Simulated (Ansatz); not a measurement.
# GaBHCl+ (doublet): wave-function methods side by side, cc-pVDZ

One table from this session's results is given with a row withheld; the runs are named, their logs left out.

Computed with Ansatz 0.2.0, Gaussian basis. Level: cc-pVDZ, core rule «outside noble gas», up to 20 orbitals frozen.

The runs, in order: UHF; CCSD(T) on ROHF; CCSD(T) on UHF; BCCD(T) on ROHF; CISD as a restricted active space (open shells left free, so some higher excitations enter); CCSDT(Q) on ROHF; CCSDT(Q) on UHF; CASSCF and MRCISD+Q, 9 electrons in 9 orbitals; CASSCF and NEVPT2, 9 electrons in 9 orbitals.

26 further runs of the same task are left out: 2 for a known fault of the program, 13 that didn't finish, 11 set aside as unsound or not needed. Runs told in other sessions of the task aren't counted.

**The geometry**

The geometry is a PBE0/def2-TZVP stationary point (not a proven minimum) of the parent state, kept for this charge and spin. No spin-orbit coupling is included. The filled d shell of Ga may be among the frozen orbitals whatever the setting's name suggests.

4 atoms, charge 1, spin multiplicity 2.

Atoms are counted from 1 here; the program's logs count them from 0.

Bond lengths: B1–Ga2 1.909 Å, B1–H4 1.183 Å, Ga2–Cl3 2.110 Å. Angles: Ga2–B1–H4 148.6°, B1–Ga2–Cl3 161.5°.

Set-up of the first run:

in.yaml

```yaml
crystal:
  periodic: [false, false, false]
  atoms:
    - {symbol: B, position_ang: [0.000000, -0.342826, 2.296381]}
    - {symbol: Ga, position_ang: [0.000000, 0.098129, 0.439441]}
    - {symbol: Cl, position_ang: [0.000000, -0.089117, -1.661752]}
    - {symbol: H, position_ang: [0.000000, 0.023715, 3.421568]}
basis:
  gaussian: {orbitals: cc-pVDZ}
total_charge: 1
magnetization: {spin_polarized: true, initial_magnetization: 1}
hamiltonian: {xc: hf}
output: {orbitals: {seedname: orbitals}}
```

The run is started by

```sh
$ ansatz run in.yaml --threads 1 --pin off --events-out ev --progress --plain --max-ram 2393MiB
```

Steps of the session up to this table: UHF; CCSD(T) on ROHF; CCSD(T) on UHF; BCCD(T) on ROHF; CISD as a restricted active space (open shells left free, so some higher excitations enter); CCSDT(Q) on ROHF; CCSDT(Q) on UHF; CASSCF and MRCISD+Q, 9 electrons in 9 orbitals; CASSCF and NEVPT2, 9 electrons in 9 orbitals.

One table of the session follows, with a row left open; its other results are not shown here.

It belongs to the step «Misses and costs». 

| method | from UCCSDT(Q) (meV) |
| --- | --- |
| ROHF | +7315.4 |
| UHF | +7231.7 |
| RMP2 | +1139.2 |
| UMP2 | +1143.0 |
| RCCSD | +236.4 |
| UCCSD | +233.3 |
| RCCSD(T) | +47.7 |
| UCCSD(T) | +46.7 |
| BCCD(T) | +46.8 |
| RCCSDT | ? |
| UCCSDT | +15.7 |
| RCCSDT(Q) | +3.3 |
| UCCSDT(Q) | 0 |

**Question.** Estimate the row for RCCSDT.

**Answer.** from UCCSDT(Q) (meV): +16.8. In the column «from UCCSDT(Q) (meV)» it lies between UCCSDT (+15.7) and UCCSD(T) (+46.7).

Not comparable, so not listed: CISD as a restricted active space (open shells left free, so some higher excitations enter); CASSCF and NEVPT2, 9 electrons in 9 orbitals (they don't share determinant, frozen orbitals or solution with the rows shown, or repeat one).

To keep in mind: Left out of the table: CASSCF frontier, MRCISD frontier, MRCISD+Q frontier (the active space lost an orbital or holds another state than full CI finds). Restricted and unrestricted rows rest on different reference determinants; a gap between their highest levels can come from leftover correlation error, from unlike frozen cores or from another state. Warnings in the runs' records: passed over end.
